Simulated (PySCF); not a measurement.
# C7H10ClFO+ (doublet): open-shell or spin-flip excitations

Wanted: open-shell or spin-flip excitations for C7H10ClFO+ (doublet) (`CC(C)(C)/C=C(/Cl)C(=O)F`).

Programs: PySCF 2.14.0, with routines of our own; each step states its level. All values are computed. Atoms count from 0.

## 1. The system as given

20 atoms, charge 1, multiplicity 2; geometry from: GFN2-xTB.

## 2. Open-shell or spin-flip excitations: unrestricted TDA PBE0/def2-SVP

Job settings and geometry (Å):

```
{"job": {"kind": "uabs", "xc": "PBE0", "basis": "def2-SVP", "nstates": 10, "tda": true}, "charge": 1, "multiplicity": 2}
C     -1.386215     0.748174     1.429043
C     -0.508378     0.073578     0.388088
C     -0.301710    -1.395355     0.705346
C     -1.236973     0.197294    -1.022027
C      0.664335     0.909141     0.059690
C      1.856408     0.612593    -0.550056
Cl     3.088145     1.786571    -0.568506
C      2.190244    -0.663051    -1.264413
O      1.424778    -1.435375    -1.722109
F      3.504797    -0.822673    -1.382218
H     -1.602572     1.784410     1.178858
H     -0.887975     0.739861     2.399478
H     -2.325794     0.214690     1.544870
H      0.061214    -1.968816    -0.140840
H     -1.238410    -1.835564     1.037988
H      0.416762    -1.501328     1.518700
H     -1.421745     1.233311    -1.289277
H     -0.666378    -0.299710    -1.799556
H     -2.188531    -0.314621    -0.887455
H      0.552852     1.947547     0.361358
```

Level: unrestricted TDA PBE0/def2-SVP, vertical, gas phase, core orbitals frozen in the response.

Run with:

```
> OMP_NUM_THREADS=1 python excited_run.py task.json out
```

One launch serves the whole session: the jobs run in the order shown.

The program printed:

```text
coarse grid: 17600 points
cycle   1  E = -906.1908561499  dE =  1.801e+00  |g| = 7.343e-01  |ddm| = 3.404e+00
cycle   2  E = -904.8431368161  dE =  1.348e+00  |g| = 1.839e+00  |ddm| = 2.464e+00
cycle   3  E = -906.3820182316  dE = -1.539e+00  |g| = 3.294e-01  |ddm| = 1.917e+00
cycle   4  E = -906.4277498543  dE = -4.573e-02  |g| = 1.092e-01  |ddm| = 4.214e-01
cycle   5  E = -906.4312163843  dE = -3.467e-03  |g| = 5.575e-02  |ddm| = 1.551e-01
cycle   6  E = -906.4325401168  dE = -1.324e-03  |g| = 9.015e-03  |ddm| = 6.261e-02
cycle   7  E = -906.4325890496  dE = -4.893e-05  |g| = 5.829e-03  |ddm| = 1.996e-02
cycle   8  E = -906.4326143833  dE = -2.533e-05  |g| = 1.848e-03  |ddm| = 9.709e-03
cycle   9  E = -906.4326209800  dE = -6.597e-06  |g| = 7.989e-04  |ddm| = 5.617e-03
final grid: 166736 points
cycle  10  E = -906.5495438921  dE = -4.401e-05  |g| = 7.646e-03  |ddm| = 3.534e-02
cycle  11  E = -906.5494970163  dE =  4.688e-05  |g| = 1.319e-02  |ddm| = 1.863e-02
cycle  12  E = -906.5495695111  dE = -7.249e-05  |g| = 2.052e-03  |ddm| = 1.222e-02
cycle  13  E = -906.5495712247  dE = -1.714e-06  |g| = 4.809e-04  |ddm| = 2.018e-03
cycle  14  E = -906.5495713653  dE = -1.406e-07  |g| = 1.738e-04  |ddm| = 7.779e-04
cycle  15  E = -906.5495714292  dE = -6.386e-08  |g| = 1.168e-04  |ddm| = 4.688e-04
cycle  16  E = -906.5495714566  dE = -2.744e-08  |g| = 6.251e-05  |ddm| = 3.811e-04
cycle  17  E = -906.5495714623  dE = -5.670e-09  |g| = 3.287e-05  |ddm| = 2.003e-04
cycle  18  E = -906.5495714631  dE = -8.451e-10  |g| = 1.053e-05  |ddm| = 6.256e-05
converged SCF energy = -906.5495714631

Static polarisability (au): isotropic 99.066, principal 64.752 82.576 149.868

<S^2> of the reference = 0.7544 (exact 0.7500)

Excitations
state   eV       nm        f      <S^2>   main configurations
  1   1.4493    855.5   0.00080   0.779   Hb->Lb 0.91
  2   2.0274    611.5   0.00078   0.765   H-2b->Lb 0.81
  3   2.0763    597.1   0.04850   0.779   H-1b->Lb 0.81, H-3b->Lb 0.11
  4   2.3463    528.4   0.00999   0.771   H-3b->Lb 0.76, H-2b->Lb 0.10, H-1b->Lb 0.10
  5   2.7547    450.1   0.00457   0.769   H-4b->Lb 0.93
  6   3.0534    406.1   0.00990   0.791   H-6b->Lb 0.63, H-5b->Lb 0.16, H-8b->Lb 0.10
  7   3.2101    386.2   0.00268   0.767   H-5b->Lb 0.78, H-6b->Lb 0.16
  8   3.4986    354.4   0.00604   0.802   H-7b->Lb 0.91
  9   3.6515    339.5   0.08370   0.776   H-8b->Lb 0.82, H-6b->Lb 0.08
 10   4.1501    298.7   0.00653   0.803   H-9b->Lb 0.87
```

Wall time 100 s (1 thread of Arm Neoverse V2, shared host); peak memory 0.79 GiB.

In short:

```csv
quantity,value
⟨S²⟩,0.754
```

Löwdin spin populations:

C0 0.00; C1 0.06; C2 0.01; C3 0.10; C4 0.18; C5 0.31; Cl6 0.26; C7 -0.02; O8 0.07; F9 0.00; H10 0.00; H11 0.01; H12 0.00; H13 0.00; H14 0.00; H15 0.01; H16 0.00; H17 0.00; H18 0.03; H19 0.00

Orbitals, density, ELF and potential are computed afterwards from the orbital file.

ELF in a plane through or near 10 of the atoms.

Values, 10 rows by 14 columns:
```
0.00 0.00 0.00 0.00 0.00 0.00 0.00 0.00 0.00 0.00 0.00 0.00 0.00 0.00
0.00 0.00 0.00 0.00 0.00 0.00 0.00 0.00 0.00 0.00 0.00 0.00 0.00 0.00
0.00 0.00 0.00 0.01 0.18 0.02 0.74 0.36 0.38 0.41 0.00 0.00 0.00 0.00
0.00 0.00 0.07 0.02 0.59 0.39 0.84 0.86 0.89 0.51 0.00 0.00 0.00 0.00
0.00 0.03 0.72 0.74 0.18 0.34 0.04 0.86 0.49 0.22 0.97 0.21 0.00 0.00
0.00 0.01 0.59 0.59 0.78 0.53 0.56 0.44 0.87 0.72 0.99 0.42 0.00 0.00
0.00 0.00 0.02 0.60 0.73 0.43 0.33 0.62 0.30 0.98 0.39 0.01 0.00 0.00
0.00 0.00 0.44 0.85 0.39 0.39 0.73 0.99 0.02 0.98 0.64 0.00 0.00 0.00
0.00 0.00 0.05 0.41 0.81 0.57 0.01 0.15 0.00 0.01 0.00 0.00 0.00 0.00
0.00 0.00 0.00 0.01 0.05 0.00 0.00 0.00 0.00 0.00 0.00 0.00 0.00 0.00
```
The map spans 12.8 Å across and 9.7 Å up, centred on the molecule. Atoms in the plane (x, y in Å): C1 (0.6, 0.0), C4 (-0.5, -1.0), C5 (-1.8, -0.9), Cl6 (-2.8, -2.2), C7 (-2.6, 0.4), F9 (-3.8, 0.3), H10 (2.1, -1.6), H12 (2.8, 0.0), H13 (-0.3, 1.9), H19 (-0.1, -2.0).

On the surface of density 0.002 e/bohr³ the electrostatic potential runs, from the 1st to the 99th percentile, from 2.44 V near O8 to 5.88 V near C7.

The spin density lies nearest to C5 28 %; Cl6 24 %; C4 16 %; C3 8 %.

## 3. Open-shell or spin-flip excitations: unrestricted TDA PBE0/def2-SVP in methanol

The job, as its differences from that of step 2:

```diff
@@ -1,2 +1,2 @@
-{"job": {"kind": "uabs", "xc": "PBE0", "basis": "def2-SVP", "nstates": 10, "tda": true}, "charge": 1, "multiplicity": 2}
+{"job": {"kind": "uabs", "xc": "PBE0", "basis": "def2-SVP", "nstates": 10, "tda": true, "solvent": "methanol", "pol": false}, "charge": 1, "multiplicity": 2}
 C     -1.386215     0.748174     1.429043
```

Method: unrestricted TDA PBE0/def2-SVP, vertical, IEF-PCM methanol (non-equilibrium linear response), core orbitals frozen in the response.

The program printed:

```text
coarse grid: 17600 points
cycle   1  E = -906.3034764694  dE =  1.689e+00  |g| = 6.955e-01  |ddm| = 3.404e+00
cycle   2  E = -905.3810439518  dE =  9.224e-01  |g| = 1.578e+00  |ddm| = 2.054e+00
cycle   3  E = -906.4864215580  dE = -1.105e+00  |g| = 2.651e-01  |ddm| = 1.595e+00
cycle   4  E = -906.5145357879  dE = -2.811e-02  |g| = 8.068e-02  |ddm| = 2.909e-01
cycle   5  E = -906.5164847215  dE = -1.949e-03  |g| = 4.212e-02  |ddm| = 1.071e-01
cycle   6  E = -906.5172213026  dE = -7.366e-04  |g| = 6.728e-03  |ddm| = 4.227e-02
cycle   7  E = -906.5172620801  dE = -4.078e-05  |g| = 4.359e-03  |ddm| = 1.478e-02
cycle   8  E = -906.5172797516  dE = -1.767e-05  |g| = 1.603e-03  |ddm| = 8.560e-03
cycle   9  E = -906.5172849806  dE = -5.229e-06  |g| = 7.914e-04  |ddm| = 5.247e-03
final grid: 166736 points
cycle  10  E = -906.6342051694  dE = -4.575e-05  |g| = 7.135e-03  |ddm| = 3.469e-02
cycle  11  E = -906.6341726119  dE =  3.256e-05  |g| = 1.152e-02  |ddm| = 1.669e-02
cycle  12  E = -906.6342279405  dE = -5.533e-05  |g| = 1.696e-03  |ddm| = 1.035e-02
cycle  13  E = -906.6342291191  dE = -1.179e-06  |g| = 3.578e-04  |ddm| = 1.617e-03
cycle  14  E = -906.6342291984  dE = -7.930e-08  |g| = 1.379e-04  |ddm| = 5.364e-04
cycle  15  E = -906.6342292358  dE = -3.739e-08  |g| = 8.509e-05  |ddm| = 3.549e-04
cycle  16  E = -906.6342292522  dE = -1.637e-08  |g| = 3.530e-05  |ddm| = 2.919e-04
cycle  17  E = -906.6342292548  dE = -2.643e-09  |g| = 1.744e-05  |ddm| = 1.501e-04
cycle  18  E = -906.6342292550  dE = -2.058e-10  |g| = 6.927e-06  |ddm| = 3.039e-05
converged SCF energy = -906.6342292550

<S^2> of the reference = 0.7541 (exact 0.7500)

Excitations
state   eV       nm        f      <S^2>   main configurations
  1   1.7718    699.8   0.00162   0.778   Hb->Lb 0.63, H-1b->Lb 0.20, H-2b->Lb 0.13
  2   2.1560    575.1   0.05502   0.783   H-1b->Lb 0.70, Hb->Lb 0.14, H-3b->Lb 0.11
  3   2.1902    566.1   0.00642   0.768   H-2b->Lb 0.71, Hb->Lb 0.19
  4   2.4636    503.3   0.00756   0.774   H-3b->Lb 0.75, H-2b->Lb 0.12
  5   2.9330    422.7   0.00463   0.769   H-4b->Lb 0.95
  6   3.2214    384.9   0.01646   0.797   H-6b->Lb 0.72
  7   3.3821    366.6   0.00141   0.768   H-5b->Lb 0.90
  8   3.6963    335.4   0.07199   0.768   H-7b->Lb 0.86
  9   3.8030    326.0   0.03752   0.812   H-8b->Lb 0.89
 10   4.3151    287.3   0.18713   0.826   Ha->La 0.76, H-9b->Lb 0.08
```

It took 74 s on 1 thread of Arm Neoverse V2, shared host; peak memory 0.99 GiB.

Key values:

```
quantity  value
    ⟨S²⟩  0.754
```

## 4. Open-shell or spin-flip excitations: unrestricted TDDFT HCTH407/def2-SVP

The job, as its differences from that of step 3:

```diff
@@ -1,2 +1,2 @@
-{"job": {"kind": "uabs", "xc": "PBE0", "basis": "def2-SVP", "nstates": 10, "tda": true, "solvent": "methanol", "pol": false}, "charge": 1, "multiplicity": 2}
+{"job": {"kind": "uabs", "xc": "HCTH407", "basis": "def2-SVP", "nstates": 6, "tda": false}, "charge": 1, "multiplicity": 2}
 C     -1.386215     0.748174     1.429043
```

Method: unrestricted TDDFT HCTH407/def2-SVP, vertical, gas phase, core orbitals frozen in the response.

The program printed:

```text
coarse grid: 17600 points
cycle   1  E = -906.8277384213  dE =  1.477e+00  |g| = 7.966e-01  |ddm| = 3.494e+00
cycle   2  E = -903.4513060576  dE =  3.376e+00  |g| = 2.463e+00  |ddm| = 3.232e+00
cycle   3  E = -906.9228164922  dE = -3.472e+00  |g| = 5.911e-01  |ddm| = 2.806e+00
cycle   4  E = -907.0940920956  dE = -1.713e-01  |g| = 1.836e-01  |ddm| = 8.216e-01
cycle   5  E = -907.0919483404  dE =  2.144e-03  |g| = 1.844e-01  |ddm| = 4.404e-01
cycle   6  E = -907.1092824885  dE = -1.733e-02  |g| = 4.287e-02  |ddm| = 2.737e-01
cycle   7  E = -907.1103208964  dE = -1.038e-03  |g| = 1.510e-02  |ddm| = 7.128e-02
cycle   8  E = -907.1104260044  dE = -1.051e-04  |g| = 5.428e-03  |ddm| = 2.230e-02
cycle   9  E = -907.1104365945  dE = -1.059e-05  |g| = 3.703e-03  |ddm| = 1.209e-02
cycle  10  E = -907.1104461539  dE = -9.559e-06  |g| = 7.303e-04  |ddm| = 5.502e-03
final grid: 166736 points
cycle  11  E = -907.2165557392  dE = -7.335e-05  |g| = 1.076e-02  |ddm| = 6.328e-02
cycle  12  E = -907.2161276159  dE =  4.281e-04  |g| = 3.252e-02  |ddm| = 4.563e-02
cycle  13  E = -907.2165930323  dE = -4.654e-04  |g| = 5.695e-03  |ddm| = 3.842e-02
cycle  14  E = -907.2166062990  dE = -1.327e-05  |g| = 1.198e-03  |ddm| = 6.179e-03
cycle  15  E = -907.2166069839  dE = -6.849e-07  |g| = 3.929e-04  |ddm| = 1.818e-03
cycle  16  E = -907.2166070575  dE = -7.365e-08  |g| = 1.450e-04  |ddm| = 5.591e-04
cycle  17  E = -907.2166070678  dE = -1.025e-08  |g| = 5.101e-05  |ddm| = 2.038e-04
cycle  18  E = -907.2166070688  dE = -9.898e-10  |g| = 3.366e-05  |ddm| = 9.938e-05
cycle  19  E = -907.2166070695  dE = -6.839e-10  |g| = 1.820e-05  |ddm| = 7.955e-05
converged SCF energy = -907.2166070695

Static polarisability (au): isotropic 103.636, principal 66.585 90.943 153.381

<S^2> of the reference = 0.7518 (exact 0.7500)

Excitations
state   eV       nm        f      <S^2>   main configurations
  1   0.7523   1648.1   0.00130   0.754   Hb->Lb 1.00
  2   1.4190    873.7   0.00097   0.754   H-2b->Lb 0.62, H-1b->Lb 0.38
  3   1.6050    772.5   0.02332   0.755   H-1b->Lb 0.57, H-2b->Lb 0.35
  4   1.8031    687.6   0.00486   0.754   H-3b->Lb 0.95
  5   1.9991    620.2   0.00367   0.754   H-4b->Lb 0.98
  6   2.2873    542.1   0.00209   0.753   H-5b->Lb 0.97
```

Run time: 88 s. Hardware: 1 thread of Arm Neoverse V2, shared host; peak memory 0.59 GiB.

In short:

```csv
quantity,value
⟨S²⟩,0.752
```

## 5. Outcome

```
                                                                                                  quantity                        value
            lowest and brightest state of nearly pure spin, of 10 (step 2, unrestricted TDA PBE0/def2-SVP)  1.45 eV; 3.65 eV, f = 0.084
lowest and brightest state of nearly pure spin, of 10 (step 3, unrestricted TDA PBE0/def2-SVP in methanol)  1.77 eV; 4.32 eV, f = 0.187
        lowest and brightest state of nearly pure spin, of 6 (step 4, unrestricted TDDFT HCTH407/def2-SVP)  0.75 eV; 1.60 eV, f = 0.023
```

In words: The lowest state of nearly pure spin runs from 0.75 to 1.77 eV over the runs.
